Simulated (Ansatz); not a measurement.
## Cd3Se under changes of volume

One of the cells (25.356 Å³/atom); the others are scaled copies at fixed shape and fractional positions:

```
Cd Se
1.0
    -2.04095    2.04095    6.08708
     2.04095   -2.04095    6.08708
     2.04095    2.04095   -6.08708
Cd Se
3 1
Direct
  0.50000 0.50000 0.00000
  0.25000 0.75000 0.50000
  0.75000 0.25000 0.50000
  0.00000 0.00000 0.00000
```

The cell comes from a database or a generator and needn't be the stable form of this composition.

```yaml
Program: Ansatz 0.2.0
Functional: PBEsol
Potentials_or_basis: all-electron LAPW, scalar-relativistic
Cutoff: 241 eV (chosen from the basis error)
Basis_error_allowed: 0.001 eV/atom
k_mesh: 9 × 9 × 9
Occupations: fermi-dirac, width 0.05 eV
Spin: no spin polarisation
```

| volume (Å³/atom) | energy over the lowest point (meV/atom) | pressure (GPa) |
| --- | --- | --- |
| 23.834 | 0.00 | -1.4 |
| 24.341 | ? | ? |
| 24.849 | 14.46 | -3.1 |
| 25.356 | 25.25 | -3.7 |
| 25.863 | 37.99 | -4.3 |
| 26.370 | 52.41 | -4.8 |
| 26.877 | 68.30 | -5.2 |

Task: What does the run at 24.341 Å³/atom give?

Result: Energy over the lowest point 5.93 meV/atom; pressure -2.3 GPa.

Worked out: A Birch-Murnaghan fit of order 3 (a polynomial in V^(-2/3)) to the other rows has its minimum at 23.14 Å³/atom, just outside them, with B0 = V·E''(V) = 52 GPa and B' = 5.4 at fixed shape and positions, which overstates the stiffness. It gives 5.92 meV/atom at 24.341 Å³/atom, against the run's 5.93, and -dE/dV = -2.3 GPa, against -2.3.

Energies are extrapolated to zero smearing.
